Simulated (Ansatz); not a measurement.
# C2H8N2W: how energies converge with the basis set

An exercise on one series of results from a longer session: the logs are not shown, and one member is left open.

Method: one geometry, several basis sets; program: Ansatz 0.2.0, Gaussian basis.

Levels to be run: PBE0-D4/def2-SVP; ωB97M-V/def2-SVP; PBE0-D4/def2-QZVPP; ωB97M-V/def2-QZVPP; the functionals' def2-TZVPP values are taken from earlier runs.

1 further run of the same task is left out (for a known fault of the program). Runs told in other sessions of the task aren't counted.

**Structure used throughout**

An earlier PBE0-D4 in a triple-zeta def2 set relaxation fixed the geometry. W takes the def2 core potential; no spin-orbit term is included.

SMILES `[CH3][W]([CH3])(=[NH])=[NH]`, 13 atoms, charge 0, spin multiplicity 1.

Atoms are counted from 1 here; the program's logs count them from 0.

Bond lengths: C1–W2 2.122 Å, C1–H6 1.092 Å, C1–H7 1.096 Å, C1–H8 1.096 Å, W2–C3 2.122 Å, W2–N4 1.750 Å, W2–N5 1.750 Å, C3–H9 1.092 Å, C3–H10 1.096 Å, C3–H11 1.096 Å, N4–H12 1.008 Å, N5–H13 1.008 Å. Angles: W2–C1–H6 113.1°, W2–C1–H7 109.3°, W2–C1–H8 109.3°, H6–C1–H7 107.9°, H6–C1–H8 107.9°, H7–C1–H8 109.4°, C1–W2–C3 113.8°, C1–W2–N4 107.2°, C1–W2–N5 107.3°, C3–W2–N4 107.2°, C3–W2–N5 107.2°, N4–W2–N5 114.3°, W2–C3–H9 113.1°, W2–C3–H10 109.3°, W2–C3–H11 109.3°, H9–C3–H10 107.9°, H9–C3–H11 107.9°, H10–C3–H11 109.4° and more.

Set-up of the first run:

File in.yaml:

```yaml
crystal:
  periodic: [false, false, false]
  atoms:
    - {symbol: C, position_ang: [-1.786844, 0.658865, -0.354102]}
    - {symbol: W, position_ang: [0.279788, 0.217114, -0.161703]}
    - {symbol: C, position_ang: [0.680704, -1.517229, 0.993528]}
    - {symbol: N, position_ang: [0.898960, -0.077148, -1.771318]}
    - {symbol: N, position_ang: [1.025451, 1.570359, 0.658947]}
    - {symbol: H, position_ang: [-1.979748, 1.551794, -0.952736]}
    - {symbol: H, position_ang: [-2.293722, -0.184840, -0.835626]}
    - {symbol: H, position_ang: [-2.216564, 0.821380, 0.640626]}
    - {symbol: H, position_ang: [1.747321, -1.733248, 1.085762]}
    - {symbol: H, position_ang: [0.201415, -2.383475, 0.524029]}
    - {symbol: H, position_ang: [0.276636, -1.381038, 2.002871]}
    - {symbol: H, position_ang: [1.497763, 0.114129, -2.559497]}
    - {symbol: H, position_ang: [1.668840, 2.343326, 0.729219]}
basis:
  gaussian: {orbitals: def2-SVP}
hamiltonian: {xc: pbe0, dispersion: d4}
output: {orbitals: {seedname: orbitals}}
```

On the command line:

```bash
> ansatz run in.yaml --threads 4 --pin off --events-out ev --progress --plain --max-ram 11315MiB
```

Steps of the session up to this table: PBE0-D4 in def2-SVP; ωB97M-V in def2-SVP; PBE0-D4 in def2-QZVPP; ωB97M-V in def2-QZVPP.

One table of the session follows, with a row left open; its other results are not shown here.

It belongs to the step «Density functionals: the series». 

```
functional       basis  HOMO (eV)  LUMO (eV)
   PBE0-D4    def2-SVP      -7.24      -1.45
   PBE0-D4  def2-TZVPP      -7.35      -1.53
   PBE0-D4  def2-QZVPP      -7.37      -1.57
   ωB97M-V    def2-SVP          ?          ?
   ωB97M-V  def2-TZVPP      -9.66       0.45
   ωB97M-V  def2-QZVPP      -9.68       0.39
```

Q: Estimate the row for ωB97M-V, def2-SVP from the others.

**Answer.** HOMO (eV): -9.53; LUMO (eV): 0.51. In the column «HOMO (eV)» it lies between ωB97M-V, def2-TZVPP (-9.66) and PBE0-D4, def2-QZVPP (-7.37).
